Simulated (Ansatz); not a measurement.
# FGeH4Si+ (SMILES F[SiH+][GeH3]): single points off equilibrium

One table from this session's results is given with a row withheld; the runs are named, their logs left out.

Method: single points in def2-TZVPP; program: Ansatz 0.2.0, Gaussian basis.

Cores are frozen in the correlated methods. Filled d shells of the heavier atoms are correlated.

## Starting geometry

SMILES `F[SiH+][GeH3]`, 7 atoms, charge 1, spin multiplicity 1.

Atoms are counted from 1 here; the program's logs count them from 0.

Bond lengths: F1–Si2 1.673 Å, Si2–Ge3 2.303 Å, Si2–H4 1.655 Å, Ge3–H6 1.516 Å, Ge3–H7 1.226 Å. Angles: F1–Si2–Ge3 110.9°, F1–Si2–H4 99.0°, Ge3–Si2–H4 149.1°, Si2–Ge3–H6 104.2°, Si2–Ge3–H7 124.3°, H6–Ge3–H7 106.5°.

As a file:

```
F    -1.3918   -1.4919    1.1626
Si   -0.3748   -1.2469   -0.1430
Ge    0.5751    0.8493   -0.0638
H    -0.3884   -2.7781   -0.7717
H    -0.3240    1.7475   -1.3628
H    -0.0618    1.5009    1.1482
H     1.7802    1.0587    0.0209
```

The first run:

run/in.yaml

```yaml
crystal:
  periodic: [false, false, false]
  atoms:
    - {symbol: F, position_ang: [-1.391800, -1.491900, 1.162600]}
    - {symbol: Si, position_ang: [-0.374800, -1.246900, -0.143000]}
    - {symbol: Ge, position_ang: [0.575100, 0.849300, -0.063800]}
    - {symbol: H, position_ang: [-0.388400, -2.778100, -0.771700]}
    - {symbol: H, position_ang: [-0.324000, 1.747500, -1.362800]}
    - {symbol: H, position_ang: [-0.061800, 1.500900, 1.148200]}
    - {symbol: H, position_ang: [1.780200, 1.058700, 0.020900]}
basis:
  gaussian: {orbitals: def2-TZVPP}
total_charge: 1
correlation: {method: ccsd_t}
output: {forces: true}
```

No record of the launch command was kept for these runs.

Steps of the session up to this table: CCSD(T)/def2-TZVPP; PBE0-D4/def2-TZVPP; wB97M-V/def2-TZVPP; r2SCAN-D4/def2-TZVPP; PBE-D4/def2-TZVPP; HSE06-D4/def2-TZVPP; LC-wPBE/def2-TZVPP.

One table of the session follows, with a row left open; its other results are not shown here.

| method | RMS force component (eV/Å) | angle to CCSD(T) forces (°) |
| --- | --- | --- |
| CCSD(T) | 3.736 | reference |
| PBE0-D4 | ? | ? |
| wB97M-V | 3.748 | 1.1 |
| r2SCAN-D4 | 3.675 | 2.1 |
| PBE-D4 | 3.614 | 4.8 |
| HSE06-D4 | 3.737 | 1.4 |
| LC-wPBE | 3.788 | 1.5 |

Estimate the missing values for PBE0-D4.

**Answer.** RMS force component (eV/Å): 3.739; angle to CCSD(T) forces (°): 1.3. In the column «RMS force component (eV/Å)» it lies between HSE06-D4 (3.737) and wB97M-V (3.748).
